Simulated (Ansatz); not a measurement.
# H3SbTe: the cost of one run

The runs use Ansatz 0.2.0, Gaussian basis; the settings change from run to run.

### 1 The geometry

An earlier PBE0-D4 in a triple-zeta def2 set relaxation fixed the geometry. Sb, Te take a core potential in def2 sets; no spin-orbit term is included.

SMILES `[SbH2][TeH]`, 5 atoms, charge 0, spin multiplicity 1.

Atoms are counted from 1 here; the program's logs count them from 0.

Bond lengths: Sb1–Te2 2.765 Å, Sb1–H3 1.709 Å, Sb1–H4 1.709 Å, Te2–H5 1.657 Å. Angles: Te2–Sb1–H3 94.9°, Te2–Sb1–H4 94.8°, H3–Sb1–H4 91.0°, Sb1–Te2–H5 94.2°.

### 2 wB97X/def2-TZVPP

Set apart from the defaults: relativity set to scalar.

Contents of in.yaml:

```yaml
crystal:
  periodic: [false, false, false]
  atoms:
    - {symbol: Sb, position_ang: [-0.747029, -0.990333, -0.532086]}
    - {symbol: Te, position_ang: [0.189948, 1.569333, -0.994585]}
    - {symbol: H, position_ang: [-1.197521, -0.689541, 1.088438]}
    - {symbol: H, position_ang: [0.764378, -1.608461, -0.029183]}
    - {symbol: H, position_ang: [1.040024, 1.645401, 0.426117]}
basis:
  gaussian: {orbitals: def2-TZVPP}
hamiltonian: {xc: {name: wB97X}, pseudopotentials: {relativity: scalar}}
output: {forces: true}
```

The run is started by

```console
ansatz run in.yaml --threads 2 --pin off --events-out ev --progress --plain --max-ram 4352MiB
```

Q: Estimate wall time and peak memory on 2 threads of Arm Neoverse V2, shared host.

About 5.5 s, with a peak of 0.36 GiB.
